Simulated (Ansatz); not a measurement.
# Be3Te2: the cost of one run

Computed with Ansatz 0.2.0 (DFT PBE, scalar-relativistic, plane waves, PAW, unless a step's input says otherwise).

1 further run of the same task is left out (set aside as unsound or not needed).

**1. The structure to begin with**

It takes space group P6/mmm (No. 191, hexagonal). The conventional cell has a = 4.948 Å, b = 4.948 Å, c = 5.880 Å, α = 90.00°, β = 90.00°, γ = 120.00°. Be (site symmetry mmm) has 4 Be at 2.47 Å and 2 Te at 2.47 Å as nearest neighbours. Around Te (site symmetry 6/mmm) lie 2 Te at 2.94 Å. Around Te (site symmetry 6/mmm) lie 6 Be at 2.47 Å.

As a file:

```cif
data_structure
_symmetry_space_group_name_H-M 'P 1'
_symmetry_Int_Tables_number 1
_cell_length_a 4.9482
_cell_length_b 4.9482
_cell_length_c 5.8800
_cell_angle_alpha 90.000
_cell_angle_beta 90.000
_cell_angle_gamma 120.000
_cell_volume 124.68
loop_
_atom_site_label
_atom_site_type_symbol
_atom_site_fract_x
_atom_site_fract_y
_atom_site_fract_z
_atom_site_occupancy
Be1 Be 0.50000 0.00000 0.50000 1
Be2 Be 0.00000 0.50000 0.50000 1
Be3 Be 0.50000 0.50000 0.50000 1
Te1 Te 0.00000 0.00000 0.00000 1
Te2 Te 0.00000 0.00000 0.50000 1
```

It is the end of an earlier relaxation with the same method, from a generated guess; it needn't be the stable form of this composition. At a tolerance of 0.05 Å it has space group P6/mmm (No. 191); it has 24.94 Å³/atom, an uncorrected energy of +0.89 eV/atom over the elements.

**2. Electronic structure at the relaxed geometry**

The input, input.yaml:

```yaml
crystal:
  lattice:
    - [4.9481869681, 0.0, 0.0]
    - [-2.474093484, 4.285255617, 0.0]
    - [0.0, 0.0, 5.8800093514]
  atoms:
    - { symbol: Be, position: [0.5, 0.0, 0.5] }
    - { symbol: Be, position: [0.0, 0.5, 0.5] }
    - { symbol: Be, position: [0.5, 0.5, 0.5] }
    - { symbol: Te, position: [0.0, 0.0, 0.0] }
    - { symbol: Te, position: [0.0, 0.0, 0.5] }
basis:
  ecutwfc: 420
kpoints:
  mp_grid: { grid: [12, 12, 6] }
  band_path:
    path:
      - [[0.0, 0.0, 0.0], [0.5, 0.0, 0.0], [0.33333333, 0.33333333, 0.0], [0.0, 0.0, 0.0], [0.0, 0.0, 0.5], [0.5, 0.0, 0.5], [0.33333333, 0.33333333, 0.5], [0.0, 0.0, 0.5]]
      - [[0.5, 0.0, 0.5], [0.5, 0.0, 0.0]]
      - [[0.33333333, 0.33333333, 0.5], [0.33333333, 0.33333333, 0.0]]
    npoints: 14
hamiltonian:
  xc: pbe
scf:
  occupations: { method: gaussian, width: 0.1 }
  n_extra_bands: 12
output:
  forces: true
  stress: true
  eigenvalues: true
  populations: true
  dos: { projected: true, de: 0.02, nscf_kmesh: { grid: [15, 15, 8] } }
  bader: true
  write_density: true
  write_potential: true
  elf: true
  volumetric_format: npy
```

The run is started by

```bash
$ ansatz run input.yaml --threads 1 --pin off --max-ram 2560MiB --backend cpu --events-out ev --progress --plain --runs-dir out
```

**Question.** How long does this run take on 1 thread of Arm Neoverse V1, shared host, and how much memory does it need?

About 92 s, with a peak of 0.58 GiB.
